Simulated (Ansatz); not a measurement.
HfIn4SiO6:

```
Hf In Si O
1.0
     2.71585   -4.70357    0.00833
     2.71585    4.70357    0.00833
    -1.87915    0.00000    7.40127
Hf In Si O
1 4 1 6
Direct
  0.79814 0.21049 0.00787
  0.60814 0.38382 0.49927
  0.45037 0.54161 0.99591
  0.28386 0.71739 0.50237
  0.95191 0.03805 0.49763
  0.11396 0.87178 0.00216
  0.05514 0.10977 0.85882
  0.87766 0.94005 0.13393
  0.79611 0.54315 0.86007
  0.46794 0.20229 0.12997
  0.14642 0.62634 0.13966
  0.36891 0.84690 0.86786
```

The cell was built by a generator and needn't be a form met in nature.

The cell isn't the ideal one: atoms moved at random, drawn with an rms of 0.05 Å.

A run of Ansatz 0.2.0 on this cell left the log below. Logs are shortened: lines on timing, memory, paths and dates and some standing lists are left out, and cuts for length are marked.

```text
Warning: RAYON_NUM_THREADS=8 ignored (pool sized by the plan → 8); use --threads N
Engine: ansatz 0.2.0, x86_64-unknown-linux-gnu
Pseudopotentials: kind: paw
Pseudopotential: Hf, paw, valence charge 26, recommended cutoff 420 eV (normal), Hf.paw.azcp
Pseudopotential: In, paw, valence charge 13, recommended cutoff 420 eV (normal), In.paw.azcp
Pseudopotential: Si, paw, valence charge 4, recommended cutoff 420 eV (normal), Si.paw.azcp
Pseudopotential: O, paw, valence charge 6, recommended cutoff 420 eV (normal), O.paw.azcp
Functional definition: PBE
[... 61 lines left out ...]
  atom   6  Si     0.60834948    -0.31158824    -0.86069721
  atom   7  O      0.04262401    -0.01605351     0.70458531
  atom   8  O      0.09995281    -0.94784375     0.17457674
  atom   9  O     -0.25841355    -0.13529277     0.78630043
  atom  10  O     -0.42758615     0.74039086     0.26327272
  atom  11  O      0.18534416     0.12565074    -0.30661822
  atom  12  O     -0.09337835    -0.30088983     0.10756158
  max |Σ_I F_I| component: 1.94e-4 eV/Å
--- Stress (GPa, compression-positive) ---
       -0.110487       0.431387       0.139233
        0.431387       0.213706       0.414250
        0.139233       0.414249      -1.151749
  P = ⅓ Tr σ = -0.3495 GPa (-3.495 kbar)
--- Band table (eV; the first three rows and the last of 76) ---
  k-point 0: bands = ["-52.6825", "-21.5153", "-21.4817", "-21.4599", "-10.5612", "-9.2027", "-9.0586", "-8.5077", "-8.2762", "-8.1625", "-4.7218", "-4.7144", "-4.6895", "-4.4906", "-4.4620", "-3.9583", "-3.8050", "-3.7937", "-3.7697", "-3.7619", "-3.7412", "-3.7326", "-3.6511", "-3.6451", "-3.6311", "-3.6216", "-3.5750", "-3.5674", "-3.5548", "-3.5540", "-2.5546", "-2.5484", "-2.5433", "-2.5165", "-2.5125", "-2.5041", "-2.4953", "1.1068", "2.4421", "3.1972", "3.3016", "3.9842", "4.2402", "4.6119", "4.6752", "5.2050", "5.2976", "5.3553", "6.1492", "6.4386", "6.5759", "6.7509", "6.8616", "6.9147", "7.3885", "7.4450", "10.1763", "10.3933", "10.7243", "10.7639", "10.9006", "11.0853", "11.4667", "11.9493", "12.8850", "13.2772", "13.3211", "15.1813", "16.2784", "16.3777", "16.7590"]
  k-point 1: bands = ["-52.6825", "-21.5153", "-21.4817", "-21.4599", "-10.5585", "-9.2015", "-9.0599", "-8.5139", "-8.2810", "-8.1583", "-4.7211", "-4.7144", "-4.6883", "-4.4889", "-4.4629", "-3.9531", "-3.8050", "-3.7937", "-3.7698", "-3.7620", "-3.7412", "-3.7325", "-3.6515", "-3.6452", "-3.6304", "-3.6214", "-3.5761", "-3.5668", "-3.5550", "-3.5546", "-2.5546", "-2.5483", "-2.5434", "-2.5165", "-2.5125", "-2.5040", "-2.4953", "1.1575", "2.5224", "3.1956", "3.2976", "3.7638", "4.2307", "4.6092", "4.6719", "4.8539", "5.2891", "5.3414", "6.3921", "6.5338", "6.7054", "6.7994", "6.9240", "7.0661", "7.3974", "7.4406", "10.2664", "10.2884", "10.4298", "10.7756", "10.8284", "11.0645", "11.1142", "12.5096", "12.9544", "13.2631", "13.3474", "14.8765", "16.3634", "16.4314", "16.5170"]
  k-point 2: bands = ["-52.6825", "-21.5153", "-21.4817", "-21.4599", "-10.5557", "-9.2005", "-9.0611", "-8.5202", "-8.2859", "-8.1541", "-4.7204", "-4.7145", "-4.6871", "-4.4879", "-4.4632", "-3.9477", "-3.8050", "-3.7937", "-3.7699", "-3.7621", "-3.7411", "-3.7324", "-3.6520", "-3.6452", "-3.6298", "-3.6212", "-3.5783", "-3.5650", "-3.5552", "-3.5550", "-2.5546", "-2.5482", "-2.5435", "-2.5165", "-2.5126", "-2.5039", "-2.4953", "1.2102", "2.6621", "3.1906", "3.2771", "3.4645", "4.2266", "4.6017", "4.6528", "4.7362", "5.2823", "5.3463", "6.3400", "6.6205", "6.7232", "6.8050", "6.9467", "7.3522", "7.4527", "7.6543", "9.8964", "10.1881", "10.3852", "10.7731", "10.8244", "10.9922", "11.1222", "12.7153", "13.1569", "13.2559", "13.3968", "14.5454", "16.2122", "16.5058", "16.6802"]
  k-point 75: bands = ["-52.6824", "-21.5212", "-21.4840", "-21.4600", "-10.0650", "-9.4407", "-8.8426", "-8.7581", "-8.5028", "-8.3161", "-4.7232", "-4.7158", "-4.6856", "-4.4876", "-4.4416", "-4.0462", "-3.8604", "-3.8415", "-3.8321", "-3.8130", "-3.7548", "-3.7348", "-3.7146", "-3.6198", "-3.6159", "-3.5970", "-3.5338", "-3.5250", "-3.4679", "-3.3317", "-2.5544", "-2.5506", "-2.5463", "-2.5282", "-2.5189", "-2.5021", "-2.4814", "1.5442", "2.8859", "3.2398", "3.5891", "3.7458", "4.0804", "4.4819", "4.6736", "5.0618", "5.2441", "5.5083", "5.8381", "6.1381", "6.3205", "6.4369", "6.5999", "7.0988", "7.4140", "7.5167", "7.9715", "8.7645", "9.0980", "11.7512", "12.5623", "12.9799", "13.1656", "13.2932", "13.8223", "15.1163", "15.4446", "15.5721", "15.8320", "16.2186", "16.3498"]
```

What input gives this log?

Single point with PBE, no spin polarisation. The files as run (others can give the same):

input.yaml
```yaml
crystal:
  lattice:
    - [2.71585, -4.70357, 0.00833]
    - [2.71585, 4.70357, 0.00833]
    - [-1.87915, 0.0, 7.40127]
  atoms:
    - { symbol: Hf, position: [0.798139, 0.210495, 0.007866] }
    - { symbol: In, position: [0.608137, 0.383817, 0.499267] }
    - { symbol: In, position: [0.450365, 0.541611, -0.004089] }
    - { symbol: In, position: [0.283857, 0.717387, 0.50237] }
    - { symbol: In, position: [0.951909, 0.038045, 0.497634] }
    - { symbol: Si, position: [0.113958, 0.871782, 0.002159] }
    - { symbol: O, position: [0.055141, 0.109769, 0.858821] }
    - { symbol: O, position: [0.87766, 0.940053, 0.133933] }
    - { symbol: O, position: [0.796108, 0.543152, 0.860072] }
    - { symbol: O, position: [0.467936, 0.202292, 0.129972] }
    - { symbol: O, position: [0.146422, 0.626344, 0.139657] }
    - { symbol: O, position: [0.368909, 0.8469, 0.867856] }
hamiltonian:
  xc: pbe
  pseudopotentials: { kind: paw }
kpoints:
  mp_grid: { grid: [6, 6, 4] }
scf:
  occupations: { method: fermi_dirac, width: 0.05 }
output:
  forces: true
  stress: true
  eigenvalues: true
```

Potentials or basis: Ansatz PAW.
Launch:
```bash
$ ansatz run input.yaml --threads 8 --pin off --max-ram 20480MiB --backend cpu --events-out ev --progress --plain --runs-dir out
```

Caveat: the pressure holds a Pulay correction of +0.4 GPa for the finite cutoff.
